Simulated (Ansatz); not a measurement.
# SiBr2F2: a ladder of functionals and wavefunction methods

One table from this session's results is given with a row withheld; the runs are named, their logs left out.

Method: functionals in def2-TZVPP, the program's frozen cores in correlated methods; program: Ansatz 0.2.0, Gaussian basis.

The runs, in order: LDA (SPW92), PBE-D4, revPBE-D4, BLYP-D4, r2SCAN-D4, B97M-V, PBE0-D4, B3LYP-D4, r2SCANh-D4, r2SCAN0-D4, HSE06-D4, BHLYP-D4, CAM-B3LYP-D4, LC-ωPBE, ωB97X-V, ωB97M-V, B2PLYP, PBE-QIDH; CCSD(T)/def2-SVP; CCSD(T)/def2-TZVPP; MP2/def2-QZVPP; extrapolation to the limit; RPA on PBE.

## Structure used throughout

An earlier PBE0-D4 in a triple-zeta def2 set relaxation fixed the geometry.

SMILES `F[Si](F)(Br)Br`, 5 atoms, charge 0, spin multiplicity 1.

Atoms are counted from 1 here; the program's logs count them from 0.

Bond lengths: F1–Si2 1.573 Å, Si2–F3 1.573 Å, Si2–Br4 2.174 Å, Si2–Br5 2.174 Å. Angles: F1–Si2–F3 107.4°, F1–Si2–Br4 109.2°, F1–Si2–Br5 109.2°, F3–Si2–Br4 109.2°, F3–Si2–Br5 109.2°, Br4–Si2–Br5 112.5°.

Set-up of the first run:

Input file in.yaml:

```yaml
crystal:
  periodic: [false, false, false]
  atoms:
    - {symbol: F, position_ang: [1.354180, -0.946026, -0.143233]}
    - {symbol: Si, position_ang: [0.048932, -0.092011, 0.060367]}
    - {symbol: F, position_ang: [-0.599571, -0.540742, 1.421451]}
    - {symbol: Br, position_ang: [-1.336542, -0.506429, -1.562346]}
    - {symbol: Br, position_ang: [0.582902, 2.011408, 0.182360]}
basis:
  gaussian: {orbitals: def2-TZVPP}
hamiltonian: {xc: lda}
output: {orbitals: {seedname: orbitals}}
```

Launch:

```sh
> ansatz run in.yaml --threads 4 --pin off --events-out ev --progress --plain --max-ram 10444MiB
```

Steps of the session up to this table: LDA; PBE-D4 (GGA); revPBE-D4 (GGA); BLYP-D4 (GGA); r2SCAN-D4 (meta-GGA); B97M-V (meta-GGA); PBE0-D4 (hybrid); B3LYP-D4 (hybrid); r2SCANh-D4 (hybrid); r2SCAN0-D4 (hybrid); HSE06-D4 (hybrid); BHLYP-D4 (hybrid); CAM-B3LYP-D4 (range-separated); LC-ωPBE (range-separated); ωB97X-V (range-separated); ωB97M-V (range-separated); B2PLYP (double hybrid); PBE-QIDH (double hybrid).

One table of the session follows, with a row left open; its other results are not shown here.

It belongs to the step «Orbital energies across the functionals». 

```
  functional  HOMO (eV)  gap (eV)
 LDA (SPW92)      -7.93      5.98
      PBE-D4      -7.75      6.10
   revPBE-D4      -7.69      6.17
     BLYP-D4      -7.56      6.01
   r2SCAN-D4      -8.11      6.85
      B97M-V      -8.18      7.01
     PBE0-D4      -9.07      8.38
    B3LYP-D4      -8.79      7.83
  r2SCANh-D4      -8.59      7.65
  r2SCAN0-D4      -9.31      8.84
    HSE06-D4      -8.67      7.61
    BHLYP-D4     -10.21     10.55
CAM-B3LYP-D4     -10.38     10.76
     LC-ωPBE     -11.78     13.44
     ωB97X-V          ?         ?
     ωB97M-V     -11.26     12.57
```

**Question.** Estimate the row for ωB97X-V.

**Answer.** HOMO (eV): -11.41; gap (eV): 12.95. In the column «HOMO (eV)» it lies between LC-ωPBE (-11.78) and ωB97M-V (-11.26).
